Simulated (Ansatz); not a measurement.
## KNi in Ansatz: convergence with k mesh

Input of the first run (k mesh 2 × 2 × 3); the others differ in this setting and in those tied to it:

input.yaml

```yaml
crystal:
  lattice:
    - [3.66047789, 0.0, 0.0]
    - [0.0, 3.66047789, 0.0]
    - [0.0, 0.0, 3.47888777]
  atoms:
    - { symbol: K, position: [-0.002701, -0.002788, 0.002589] }
    - { symbol: Ni, position: [0.505683, 0.500378, 0.526338], spin: 1.0 }
hamiltonian:
  xc: lda
  pseudopotentials: { kind: paw, level: accurate }
magnetization:
  spin_polarized: true
kpoints:
  mp_grid: { grid: [2, 2, 3] }
scf:
  occupations: { method: gaussian, width: 0.1 }
output:
  forces: true
  stress: true
  eigenvalues: true
```

Potentials or basis: Ansatz PAW earlier set.

Launch:

```bash
$ ansatz run input.yaml --threads 2 --pin off --max-ram 5632MiB --backend cpu --events-out ev --progress --plain --runs-dir out
```

The cell isn't the ideal one: atoms moved at random, drawn with an rms of 0.05 Å.

The cell was built by a generator and needn't be a form met in nature.

Hardware: 2 threads of Arm Neoverse V2, on a shared host.

```csv
k mesh,"energy less the tightest run, at zero smearing (meV/atom)",pressure (GPa),largest force (eV/Å),absolute moment (μB),SCF cycles,CPU time (s),peak memory (GiB)
2 × 2 × 3,140.34,0.16,0.159,0.99,13,5.8,0.36
3 × 3 × 3,49.12,0.61,0.157,1.00,12,10,0.39
4 × 4 × 4,-16.25,-0.99,0.146,0.50,14,25,0.48
4 × 4 × 5,-5.90,-0.37,0.149,0.69,10,25,0.51
5 × 5 × 6,3.80,-0.49,0.146,0.60,12,52,0.68
7 × 7 × 7,-6.23,-0.39,0.148,0.67,12,120,1.1
8 × 8 × 9,2.70,-1.11,0.142,0.28,18,280,1.7
10 × 10 × 11,1.95,-0.52,0.146,0.59,12,380,2.9
12 × 12 × 13,0.00,-0.60,0.145,0.57,12,650,4.7
```

Against the tightest run, the pressure stays within 0.1 GPa from 10 × 10 × 11 on; the largest force stays within 0.005 eV/Å from 4 × 4 × 4 on. Not settled before the last step: the energy (to 1 meV/atom), the absolute moment (to 0.02 μB). Meshes of other sizes hit other points, so gaps and Fermi surfaces needn't settle smoothly. The tightest run that finished is the yardstick and may itself not be fully converged.

Caveat, for the tightest run too: the PAW data sets come from PBE, with cores solved anew for the run's functional, which leaves a small shift of forces and pressure.
